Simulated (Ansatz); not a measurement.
# BFHInO: small, medium and large basis sets

The task here is to estimate one member of a computed series from the others.

Program: Ansatz 0.2.0, Gaussian basis. Level of theory: one geometry, several basis sets. These are calculated values, not measurements.

Levels to be run: PBE0-D4/def2-SVP; ωB97M-V/def2-SVP; PBE0-D4/def2-QZVPP; ωB97M-V/def2-QZVPP; the functionals' def2-TZVPP values are taken from earlier runs.

### The relaxed structure

The geometry comes from an earlier relaxation with PBE0-D4 in a triple-zeta def2 set; it is a stationary point. In takes the def2 core potential; no spin-orbit term is included.

5 atoms, charge 0, spin multiplicity 1.

Atoms are counted from 1 here; the program's logs count them from 0.

Bond lengths: F1–B3 1.360 Å, In2–O4 2.078 Å, B3–O4 1.319 Å, B3–H5 1.202 Å. Angles: F1–B3–O4 120.1°, F1–B3–H5 115.5°, O4–B3–H5 124.4°, In2–O4–B3 128.0°.

The first run:

File in.yaml:

```yaml
crystal:
  periodic: [false, false, false]
  atoms:
    - {symbol: F, position_ang: [-1.331287, 0.148222, -0.517165]}
    - {symbol: In, position_ang: [0.362073, -2.067162, 1.273856]}
    - {symbol: B, position_ang: [-0.037289, 0.522630, -0.330058]}
    - {symbol: O, position_ang: [0.780774, -0.246520, 0.362770]}
    - {symbol: H, position_ang: [0.275629, 1.569129, -0.830802]}
basis:
  gaussian: {orbitals: def2-SVP}
hamiltonian: {xc: pbe0, dispersion: d4}
output: {orbitals: {seedname: orbitals}}
```

Command:

```
$ ansatz run in.yaml --threads 2 --pin off --events-out ev --progress --plain --max-ram 4352MiB
```

Steps of the session up to this table: PBE0-D4 in def2-SVP; ωB97M-V in def2-SVP; PBE0-D4 in def2-QZVPP; ωB97M-V in def2-QZVPP.

One table of the session follows, with a row left open; its other results are not shown here.

It belongs to the step «Density functionals: the series». 

```
functional       basis  HOMO (eV)  LUMO (eV)
   PBE0-D4    def2-SVP      -7.26      -1.77
   PBE0-D4  def2-TZVPP      -7.32      -1.80
   PBE0-D4  def2-QZVPP      -7.34      -1.81
   ωB97M-V    def2-SVP      -9.38      -0.19
   ωB97M-V  def2-TZVPP          ?          ?
   ωB97M-V  def2-QZVPP      -9.48      -0.38
```

Estimate the missing values for ωB97M-V, def2-TZVPP.

The run gave: HOMO (eV): -9.45; LUMO (eV): -0.33. In the column «HOMO (eV)» it lies between ωB97M-V, def2-QZVPP (-9.48) and ωB97M-V, def2-SVP (-9.38).
